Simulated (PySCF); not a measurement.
# F6Ti ([TiF6]3-): the cost of one run

Computed with PySCF 2.14.0 and routines of our own; the level stands in each step. Atoms count from 0.

## Step 1: The system as given

7 atoms, charge -3, states of the metal's open shell are computed; geometry from: model geometry, bond lengths from ionic radii.

## Step 2: Ligand-field states: state-averaged CASSCF in water

Job settings and geometry (Å):

```
{"job": {"kind": "lf", "basis": {"metal": "x2c-TZVPall", "ligand": "x2c-SVPall"}, "nevpt": true, "solvent": "water"}, "charge": -3, "metal": "Ti", "open_shell": "d1"}
Ti     0.000000     0.000000     0.000000
F      1.393000    -0.804249     1.137380
F      0.000000     1.608498     1.137380
F     -1.393000    -0.804249     1.137380
F      1.393000     0.804249    -1.137380
F     -1.393000     0.804249    -1.137380
F     -0.000000    -1.608498    -1.137380
```

Level: state-averaged CASSCF of the metal d shell, SC-NEVPT2 on the averaged canonical orbitals, state-interaction spin-orbit coupling.

The run is started by

```console
$ OMP_NUM_THREADS=1 python lf_run.py task.json out
```

This one command runs all jobs of the session in turn.

Q: Estimate the wall time and peak memory of this first job on 1 thread of Intel Xeon Platinum 8488C, shared host.

About 7.9 s, with a peak of 0.33 GiB.
